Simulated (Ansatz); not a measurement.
# KSb3Os2: the cost of one run

Method: DFT PBE, scalar-relativistic, plane waves, PAW, in Ansatz 0.2.0.

1 further run of the same task is left out (it didn't finish).

## Step 1: The structure to begin with

Symmetry: P6/mmm, No. 191, hexagonal system. Conventional cell: a = 6.508 Å, b = 6.508 Å, c = 3.881 Å, α = 90.00°, β = 90.00°, γ = 120.00°. Around K (site symmetry 6/mmm) lie 6 Os at 3.76 Å and 12 Sb at 3.79 Å and 2 K at 3.88 Å. Around Sb (site symmetry mmm) lie 4 Os at 2.70 Å. Os (site symmetry -6m2) is surrounded by 6 Sb at 2.70 Å.

As a file:

```
K Sb Os
1.0
     6.50819    0.00000    0.00000
    -3.25409    5.63626    0.00000
     0.00000    0.00000    3.88068
K Sb Os
1 3 2
Direct
  0.00000 0.00000 0.00000
  0.50000 0.00000 0.50000
  0.50000 0.50000 0.50000
  0.00000 0.50000 0.50000
  0.33333 0.66667 0.00000
  0.66667 0.33333 0.00000
```

The cell is invented: species swapped into a database cell of TbCo3B2 (P6/mmm, No. 191), with K on the Tb sites, Sb on the Co sites and Os on the B sites. Lengths come from tabulated atomic sizes and are only a guess.

## Step 2: A first look at the guess

Contents of input.yaml:

```yaml
crystal:
  lattice:
    - [6.50818889, 0.0, 0.0]
    - [-3.25409444, 5.63625691, 0.0]
    - [0.0, 0.0, 3.88067521]
  atoms:
    - { symbol: K, position: [0.0, 0.0, 0.0] }
    - { symbol: Sb, position: [0.5, 0.0, 0.5] }
    - { symbol: Sb, position: [0.5, 0.5, 0.5] }
    - { symbol: Sb, position: [0.0, 0.5, 0.5] }
    - { symbol: Os, position: [0.33333333, 0.66666667, 0.0] }
    - { symbol: Os, position: [0.66666667, 0.33333333, 0.0] }
basis:
  ecutwfc: 420
kpoints:
  mp_grid: { grid: [3, 3, 4] }
hamiltonian:
  xc: pbe
scf:
  occupations: { method: gaussian, width: 0.1 }
  lower_state_search: "off"
output:
  forces: true
  stress: true
  eigenvalues: true
```

Launch:

```sh
> ansatz run input.yaml --threads 1 --pin off --max-ram 2048MiB --backend cpu --events-out ev --progress --plain --runs-dir out
```

What time and memory should one allow on 1 thread of Arm Neoverse N1, shared host?

About 8.6 s, with a peak of 0.41 GiB.
